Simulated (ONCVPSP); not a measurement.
# Zinc: generating and testing an ONCV potential

Aim: build the potential from the settings below, then test how well it stands in for the atom: other configurations, scattering, ghost states and the plane-wave cutoff that it needs.

Program: ONCVPSP 4.0.1. Reference atom: Wu-Cohen, scalar-relativistic, spherical and spin-unpolarised. All values are calculated.

**1. Settings**

The settings as typed:

```
element                 : zinc (Zn, Z = 30)
type                    : optimised norm-conserving Vanderbilt (ONCV)
frozen core             : [Ne] 3s2
valence charge          : 18
reference configuration : 3p6 3d10 4s1 4p1
partial waves           : 4s: rc 1.65 bohr, ncon 4, nbas 9, qcut 3.2 1/bohr, 2 projectors, debl 2 Ha; 3p+4p: rc 1.40 bohr, ncon 3, nbas 7, qcut 9.4 1/bohr, 2 projectors; 3d: rc 0.75 bohr, ncon 4, nbas 9, qcut 21.3 1/bohr, 2 projectors, debl 1 Ha
local potential         : polynomial inside 0.60 bohr (lpopt 2, dvloc0 0 Ha)
core correction         : Teter function, fcfact 2.75, rcfact 1.05
```

An earlier all-electron run gives the scale for the radii.

All-electron outer shells of the reference configuration (Wu-Cohen, scalar-relativistic, ld1.x):

```
shell  level (eV)  outermost node (bohr)  outermost maximum (bohr)
   2p    -1006.22                      –                      0.15
   3s     -131.23                   0.28                      0.59
   3p      -85.55                   0.25                      0.59
   3d      -12.36                      –                      0.56
   4s       -7.43                   0.85                      2.04
   4p       -2.07                   0.92                      2.85
```

**2. Generation**

File Zn.dat:

```
# ATOM AND REFERENCE CONFIGURATION
# atsym  z   nc   nv     iexc    psfile
  Zn 30.00    4    4  -118130      upf
#
#   n    l    f
    1    0    2.00
    2    0    2.00
    2    1    6.00
    3    0    2.00
    3    1    6.00
    3    2   10.00
    4    0    1.00
    4    1    1.00
#
# PSEUDOPOTENTIAL AND OPTIMIZATION
# lmax
    2
#
#   l,   rc,      ep,       ncon, nbas, qcut
    0    1.65    0.00    4    9    3.20
    1    1.40    0.00    3    7    9.40
    2    0.75    0.00    4    9   21.30
#
# LOCAL POTENTIAL
# lloc, lpopt,  rc(5),   dvloc0
    4    2    0.60    0.00
#
# VANDERBILT-KLEINMAN-BYLANDER PROJECTORs
# l, nproj, debl
    0    2    2.00
    1    2    0.30
    2    2    1.00
#
# MODEL CORE CHARGE
# icmod, fcfact, rcfact
    3    2.75    1.05
#
# LOG DERIVATIVE ANALYSIS
# epsh1, epsh2, depsh
   -5.00    5.00    0.04
#
# OUTPUT GRID
# rlmax, drl
    6.00    0.01
#
# TEST CONFIGURATIONS
# ncnf
    4
# nvcnf
#   n    l    f
    4
    3    1    6.00
    3    2   10.00
    4    0    2.00
    4    1    0.00
#
    4
    3    1    6.00
    3    2   10.00
    4    0    1.00
    4    1    0.00
#
    4
    3    1    6.00
    3    2   10.00
    4    0    0.00
    4    1    0.00
#
    4
    3    1    6.00
    3    2    9.00
    4    0    2.00
    4    1    1.00
#
```

Started as:

```sh
$ oncvpsp.x < Zn.dat > Zn.out
```

**Question.** What will these runs give? Wanted: cutoffs for 1 and 0.1 mHa per electron, occupied waves; bound ghosts; GHOST(+) flags; largest test error; largest phase difference near zero energy, channels read; rms error of d²Exc/dn², without and with the model core.

As calculated:

| quantity | value |
| --- | --- |
| cutoffs for 1 and 0.1 mHa per electron, occupied waves | 167 Ha and 190 Ha |
| bound ghosts | s at -101.96 eV |
| GHOST(+) flags | none at low energy |
| largest test error (AE − PS) | -92 meV, for 3p6 3d9 4s2 4p1 |
| largest phase difference near zero energy, channels read | 0.000 rad |
| rms error of d²Exc/dn², without and with the model core | 2.60 and 2.42 mHa |

In words: It has a bound ghost (s), a state that the atom doesn't have, and that rules the file out. By total energies transferability is fair: the largest error is 92 meV on 7.1 eV, for 3p6 3d9 4s2 4p1. By its cutoff, 167 Ha for the looser tolerance, it is very hard. At the looser tolerance the 3d wave is the slowest; 3p needs 35 Ha. Near zero energy the phases of the channels with partial waves agree within 0.001 rad.
